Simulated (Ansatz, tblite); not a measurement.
# The cluster Si21H32O: removing and adding an electron

The task here is to estimate one member of a computed series from the others.

Method: as each input shows; program: Ansatz 0.2.0, Gaussian basis.

Plan: charge +1 doublet, at the geometry of the singlet (PBE0-D4/def2-SVP, PBE-D4/def2-SVP, r2SCAN-D4/def2-SVP, B2PLYP/def2-SVP, r2SCANh-D4/def2-SVP, ωB97M-V/def2-SVP); charge -1 doublet, at the geometry of the singlet (PBE0-D4/def2-SVP, PBE-D4/def2-SVP, r2SCAN-D4/def2-SVP, B2PLYP/def2-SVP, r2SCANh-D4/def2-SVP, ωB97M-V/def2-SVP); the starting singlet's energies come from earlier runs.

## The structure

The geometry is that of the singlet, from an earlier relaxation (PBE-D4/def2-SVP).

54 atoms, charge 0, spin multiplicity 1.

Atoms are counted from 1 here; the program's logs count them from 0.

Bond lengths: Si1–Si13 2.355 Å, Si1–Si14 2.346 Å, Si1–H23 1.512 Å, Si1–H24 1.507 Å, Si2–Si12 2.343 Å, Si2–Si16 2.367 Å, Si2–H25 1.521 Å, Si2–H26 1.504 Å, Si3–Si15 2.343 Å, Si3–Si17 2.351 Å, Si3–H27 1.511 Å, Si3–H28 1.507 Å, Si4–Si13 2.362 Å, Si4–Si18 2.345 Å, Si4–Si19 2.361 Å, Si4–H29 1.517 Å, Si5–Si15 2.359 Å, Si5–Si18 2.339 Å and more. Angles: Si13–Si1–Si14 116.0°, Si13–Si1–H23 101.5°, Si13–Si1–H24 111.1°, Si14–Si1–H23 108.2°, Si14–Si1–H24 112.0°, H23–Si1–H24 107.3°, Si12–Si2–Si16 114.9°, Si12–Si2–H25 88.9°, Si12–Si2–H26 113.5°, Si16–Si2–H25 108.6°, Si16–Si2–H26 119.2°, H25–Si2–H26 106.9°, Si15–Si3–Si17 109.2°, Si15–Si3–H27 101.7°, Si15–Si3–H28 114.2°, Si17–Si3–H27 109.0°, Si17–Si3–H28 114.5°, H27–Si3–H28 107.4° and more.

Set-up of the first run:

Input file in.yaml:

```yaml
crystal:
  periodic: [false, false, false]
  atoms:
    - {symbol: Si, position_ang: [-3.623331, 1.510255, -0.408388]}
    - {symbol: Si, position_ang: [-1.928383, -3.328242, 1.951140]}
    - {symbol: Si, position_ang: [0.899213, -3.374813, -0.451552]}
    - {symbol: Si, position_ang: [-1.480331, 1.509969, -3.597204]}
    - {symbol: Si, position_ang: [1.007829, -1.032427, -3.371784]}
    - {symbol: O, position_ang: [-1.663950, -1.238346, -1.114502]}
    - {symbol: Si, position_ang: [-0.838887, 1.095391, 2.635633]}
    - {symbol: Si, position_ang: [0.724325, -0.668151, 2.433594]}
    - {symbol: Si, position_ang: [0.420628, 1.464353, -0.587915]}
    - {symbol: Si, position_ang: [3.511244, -0.682134, -0.643471]}
    - {symbol: Si, position_ang: [3.209003, 2.146005, 2.411897]}
    - {symbol: Si, position_ang: [-2.587255, -1.768062, 0.332652]}
    - {symbol: Si, position_ang: [-2.561225, 0.141760, -2.003974]}
    - {symbol: Si, position_ang: [-2.241307, 2.398526, 1.266357]}
    - {symbol: Si, position_ang: [-0.463625, -2.272271, -2.006223]}
    - {symbol: Si, position_ang: [-0.216850, -2.589405, 3.410410]}
    - {symbol: Si, position_ang: [2.048077, -1.778922, 0.836808]}
    - {symbol: Si, position_ang: [-0.257262, 0.079103, -4.995557]}
    - {symbol: Si, position_ang: [-0.225887, 3.001401, -2.264000]}
    - {symbol: Si, position_ang: [2.081558, 0.563090, -2.008706]}
    - {symbol: Si, position_ang: [2.404449, 0.348154, 3.736032]}
    - {symbol: Si, position_ang: [1.881406, 2.932131, 0.599405]}
    - {symbol: H, position_ang: [-4.113145, 2.651851, -1.270490]}
    - {symbol: H, position_ang: [-4.838671, 0.828777, 0.166196]}
    - {symbol: H, position_ang: [-3.270746, -3.135286, 2.639733]}
    - {symbol: H, position_ang: [-1.897085, -4.742499, 1.441641]}
    - {symbol: H, position_ang: [1.884951, -4.078083, -1.354562]}
    - {symbol: H, position_ang: [0.189518, -4.434016, 0.351954]}
    - {symbol: H, position_ang: [-2.719574, 2.031238, -4.300742]}
    - {symbol: H, position_ang: [1.867284, -2.147353, -3.929469]}
    - {symbol: H, position_ang: [-1.676135, 0.617943, 3.812380]}
    - {symbol: H, position_ang: [0.042313, 2.188874, 3.216044]}
    - {symbol: H, position_ang: [4.290219, -1.774266, -1.338961]}
    - {symbol: H, position_ang: [4.476704, 0.167064, 0.140436]}
    - {symbol: H, position_ang: [4.562149, 1.716370, 1.899065]}
    - {symbol: H, position_ang: [3.456076, 3.310091, 3.345564]}
    - {symbol: H, position_ang: [-3.907876, -2.171429, -0.263061]}
    - {symbol: H, position_ang: [-2.752130, -0.486641, 1.096051]}
    - {symbol: H, position_ang: [-3.586031, -0.745274, -2.678984]}
    - {symbol: H, position_ang: [-3.200864, 3.006143, 2.279491]}
    - {symbol: H, position_ang: [-1.460622, 3.544637, 0.685598]}
    - {symbol: H, position_ang: [-1.382589, -3.190071, -2.774726]}
    - {symbol: H, position_ang: [0.791369, -3.705367, 3.518613]}
    - {symbol: H, position_ang: [-0.873912, -2.388985, 4.752710]}
    - {symbol: H, position_ang: [2.869400, -2.635158, 1.781520]}
    - {symbol: H, position_ang: [-1.158676, -0.847768, -5.772547]}
    - {symbol: H, position_ang: [0.621888, 0.841175, -5.952257]}
    - {symbol: H, position_ang: [0.800462, 3.691558, -3.135756]}
    - {symbol: H, position_ang: [-1.217870, 4.054141, -1.822116]}
    - {symbol: H, position_ang: [2.876335, 1.455730, -2.941625]}
    - {symbol: H, position_ang: [1.816686, 0.845917, 5.032509]}
    - {symbol: H, position_ang: [3.512769, -0.624478, 4.059312]}
    - {symbol: H, position_ang: [1.050348, 4.041222, 1.209192]}
    - {symbol: H, position_ang: [2.894824, 3.621679, -0.292966]}
basis:
  gaussian: {orbitals: def2-SVP, fitting: {mean_field: def2-universal-jkfit}}
total_charge: 1
magnetization: {spin_polarized: true, initial_magnetization: 1}
hamiltonian: {xc: pbe0, dispersion: d4}
scf: {omitted_lower_state_checks: [starts]}
output: {orbitals: {seedname: orbitals}}
```

Command:

```sh
$ ansatz run in.yaml --threads 2 --pin off --events-out ev --progress --plain --max-ram 32768MiB --backend cuda --devices 0, --max-vram 18GiB
```

Among the steps run: Charge +1 doublet at the fixed geometry, PBE0-D4/def2-SVP; Charge +1 doublet at the fixed geometry, PBE-D4/def2-SVP; Charge +1 doublet at the fixed geometry, r2SCAN-D4/def2-SVP; Charge +1 doublet at the fixed geometry, B2PLYP/def2-SVP; Charge +1 doublet at the fixed geometry, r2SCANh-D4/def2-SVP; Charge +1 doublet at the fixed geometry, ωB97M-V/def2-SVP; Charge -1 doublet at the fixed geometry, PBE0-D4/def2-SVP; Charge -1 doublet at the fixed geometry, PBE-D4/def2-SVP; Charge -1 doublet at the fixed geometry, r2SCAN-D4/def2-SVP; Charge -1 doublet at the fixed geometry, B2PLYP/def2-SVP; Charge -1 doublet at the fixed geometry, r2SCANh-D4/def2-SVP; Charge -1 doublet at the fixed geometry, ωB97M-V/def2-SVP.

One table of the session follows, with a row left open; its other results are not shown here.

```
              level  −ε(LUMO) (eV)  by difference (eV)
    PBE-D4/def2-SVP           3.25                1.79
 r2SCAN-D4/def2-SVP           3.18                1.73
r2SCANh-D4/def2-SVP           2.92                1.69
   PBE0-D4/def2-SVP              ?                   ?
   ωB97M-V/def2-SVP           0.81                1.30
```

Q: Estimate the row for PBE0-D4/def2-SVP from the others.

**Answer.** −ε(LUMO) (eV): 2.56; by difference (eV): 1.66. In the column «−ε(LUMO) (eV)» it lies between ωB97M-V/def2-SVP (0.81) and r2SCANh-D4/def2-SVP (2.92).
